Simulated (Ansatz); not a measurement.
# Al4As4 wurtzite atom sphere (Al4As4H14): the relaxed shape and its frontier levels

What does Al4As4 wurtzite atom sphere (Al4As4H14) look like as a singlet, and where do its frontier electrons sit?

The runs use Ansatz 0.2.0, Gaussian basis; RKS PBE0-D4/def2-TZVP.

The runs, in order: relaxation at r2SCAN-D4/def2-SVP; a single point at PBE0-D4/def2-TZVP.

1 further run of the same task is left out (set aside as unsound or not needed).

## (1) Starting geometry

22 atoms, charge 0, spin multiplicity 1.

Atoms are counted from 1 here; the program's logs count them from 0.

Bond lengths: Al1–As2 2.586 Å, Al1–As4 2.489 Å, Al1–H9 1.563 Å, Al1–H10 1.562 Å, As2–Al6 2.504 Å, As2–H11 1.509 Å, As2–H12 1.508 Å, Al3–As4 2.488 Å, Al3–As5 2.586 Å, Al3–H13 1.563 Å, Al3–H14 1.562 Å, As4–Al7 2.487 Å, As4–H15 1.516 Å, As5–Al6 2.504 Å, As5–H16 1.508 Å, As5–H17 1.508 Å, Al6–As8 2.503 Å, Al6–H18 1.547 Å and more. Angles: As2–Al1–As4 94.8°, As2–Al1–H9 103.3°, As2–Al1–H10 103.4°, As4–Al1–H9 115.2°, As4–Al1–H10 115.0°, H9–Al1–H10 119.8°, Al1–As2–Al6 127.6°, Al1–As2–H11 111.8°, Al1–As2–H12 112.0°, Al6–As2–H11 104.6°, Al6–As2–H12 104.3°, H11–As2–H12 89.8°, As4–Al3–As5 95.0°, As4–Al3–H13 114.9°, As4–Al3–H14 115.3°, As5–Al3–H13 103.1°, As5–Al3–H14 103.4°, H13–Al3–H14 119.8° and more.

The start is a GFN2-xTB geometry.

## (2) Relaxation at r2SCAN-D4/def2-SVP

Contents of in.yaml:

```yaml
crystal:
  periodic: [false, false, false]
  atoms:
    - {symbol: Al, position_ang: [-2.120390, -1.218210, -1.459850]}
    - {symbol: As, position_ang: [-1.855040, -1.071980, 1.108370]}
    - {symbol: Al, position_ang: [2.110280, -1.226110, -1.461180]}
    - {symbol: As, position_ang: [-0.002690, -0.009170, -1.956040]}
    - {symbol: As, position_ang: [1.868010, -1.063520, 1.108510]}
    - {symbol: Al, position_ang: [0.004310, 0.007580, 2.392360]}
    - {symbol: Al, position_ang: [-0.000150, 2.429410, -1.465880]}
    - {symbol: As, position_ang: [0.001760, 2.153940, 1.104090]}
    - {symbol: H, position_ang: [-2.090800, -2.755740, -1.737500]}
    - {symbol: H, position_ang: [-3.424600, -0.404700, -1.736340]}
    - {symbol: H, position_ang: [-2.044520, -2.414790, 1.769090]}
    - {symbol: H, position_ang: [-3.110390, -0.570670, 1.777950]}
    - {symbol: H, position_ang: [2.061380, -2.765750, -1.726140]}
    - {symbol: H, position_ang: [3.421930, -0.430040, -1.752930]}
    - {symbol: H, position_ang: [0.000950, -0.002360, -3.471900]}
    - {symbol: H, position_ang: [2.056890, -2.410000, 1.761300]}
    - {symbol: H, position_ang: [3.129600, -0.567640, 1.769840]}
    - {symbol: H, position_ang: [-0.004040, 0.005760, 3.939560]}
    - {symbol: H, position_ang: [-1.351320, 3.164230, -1.740240]}
    - {symbol: H, position_ang: [1.355220, 3.156230, -1.742060]}
    - {symbol: H, position_ang: [-1.068220, 2.992810, 1.756320]}
    - {symbol: H, position_ang: [1.061830, 3.000700, 1.762670]}
basis:
  gaussian: {orbitals: def2-SVP}
hamiltonian: {xc: r2scan, dispersion: d4}
scf: {lower_state_search: "off"}
output: {orbitals: {seedname: orbitals}}
relax: {f_tol: 0.03, max_steps: 70}
```

On the command line:

```bash
$ ansatz run in.yaml --threads 2 --pin off --events-out ev --progress --plain --max-ram 32768MiB --backend cuda --devices 0, --max-vram 18GiB
```

The runs that follow: Single point, PBE0-D4/def2-TZVP.

Before running them: what should the planned runs give, taken together? Wanted: point group; commonest bond, hydrogen aside; HOMO, LUMO at PBE0-D4/def2-TZVP; dipole at r2SCAN-D4/def2-SVP.

As calculated:

```
                       quantity                            value
                    point group                              C3v
 commonest bond, hydrogen aside  Al–As, 9 of mean length 2.521 Å
HOMO, LUMO at PBE0-D4/def2-TZVP                  -7.36, -1.35 eV
   dipole at r2SCAN-D4/def2-SVP                           4.95 D
```

The molecule keeps its bonding pattern by the stored test; the atoms moved 0.07 Å (rms). No usable vibrations, so a minimum isn't proven. The HOMO lies nearest to As4 34 %; H9, H20 about 11 % each and the LUMO to As2 18 %; As5 11 %. Whether this spin is the lowest isn't tested here.
